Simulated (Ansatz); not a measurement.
# GeNHO (triplet): wave-function methods side by side, cc-pVDZ

Aim: climb from Hartree-Fock through coupled cluster for GeNHO (triplet) at one geometry and basis, and see what each rung misses.

The runs use Ansatz 0.2.0, Gaussian basis; cc-pVDZ, core rule «outside noble gas», up to 16 orbitals frozen.

To be run: UHF; CCSD(T) on ROHF; CCSD(T) on UHF; BCCD(T) on ROHF; CISD as a restricted active space (open shells left free, so some higher excitations enter); CCSDT(Q) on ROHF; CCSDT(Q) on UHF.

4 further runs of the same task are left out: 4 set aside as unsound or not needed. Runs told in other sessions of the task aren't counted.

### Step 1. The geometry

The geometry is a PBE0/def2-TZVP stationary point (not a proven minimum). No spin-orbit coupling is included. The filled d shell of Ge may be among the frozen orbitals whatever the setting's name suggests.

4 atoms, charge 0, spin multiplicity 3.

Atoms are counted from 1 here; the program's logs count them from 0.

Bond lengths: Ge1–N2 1.898 Å, N2–O3 1.262 Å, N2–H4 1.028 Å. Angles: Ge1–N2–O3 125.0°, Ge1–N2–H4 121.4°, O3–N2–H4 113.6°.

### Step 2. UHF

File in.yaml:

```yaml
crystal:
  periodic: [false, false, false]
  atoms:
    - {symbol: Ge, position_ang: [0.000000, -0.025947, 0.700947]}
    - {symbol: N, position_ang: [0.000000, 0.451213, -1.136597]}
    - {symbol: O, position_ang: [0.000000, -0.367597, -2.096981]}
    - {symbol: H, position_ang: [0.000000, 1.434737, -1.434984]}
basis:
  gaussian: {orbitals: cc-pVDZ}
magnetization: {spin_polarized: true, initial_magnetization: 2}
hamiltonian: {xc: hf}
output: {orbitals: {seedname: orbitals}}
```

The run is started by

```bash
$ ansatz run in.yaml --threads 1 --pin off --events-out ev --progress --plain --max-ram 4096MiB --backend cpu
```

After this run come: CCSD(T) on ROHF; CCSD(T) on UHF; BCCD(T) on ROHF; CISD as a restricted active space (open shells left free, so some higher excitations enter); CCSDT(Q) on ROHF; CCSDT(Q) on UHF.

Before running them: what should the planned runs give, taken together? Wanted: UCCSDT(Q) from the RHF energy; RMP2 from UCCSDT(Q); UMP2 from UCCSDT(Q); RCCSD from UCCSDT(Q); RCCSD(T) from UCCSDT(Q); UCCSD(T) from UCCSDT(Q); RCCSDT(Q) from UCCSDT(Q); T1 diagnostic.

The runs gave:

```
                         quantity            value
    UCCSDT(Q) from the ROHF energy      -11.8892 eV
              RMP2 from UCCSDT(Q)  +28.05 kcal/mol
              UMP2 from UCCSDT(Q)  +29.24 kcal/mol
             RCCSD from UCCSDT(Q)  +10.13 kcal/mol
          RCCSD(T) from UCCSDT(Q)   +1.90 kcal/mol
          UCCSD(T) from UCCSDT(Q)   +1.81 kcal/mol
         RCCSDT(Q) from UCCSDT(Q)   +0.18 kcal/mol
levels within 1 kcal/mol (43 meV)        RCCSDT(Q)
                    T1 diagnostic            0.043
```

RCCSD(T) misses by +1.90 kcal/mol, 0.7 % of the correlation energy. These misses are within one basis, not against nature; the frozen cores of restricted and unrestricted runs differ, which can shift their rows.
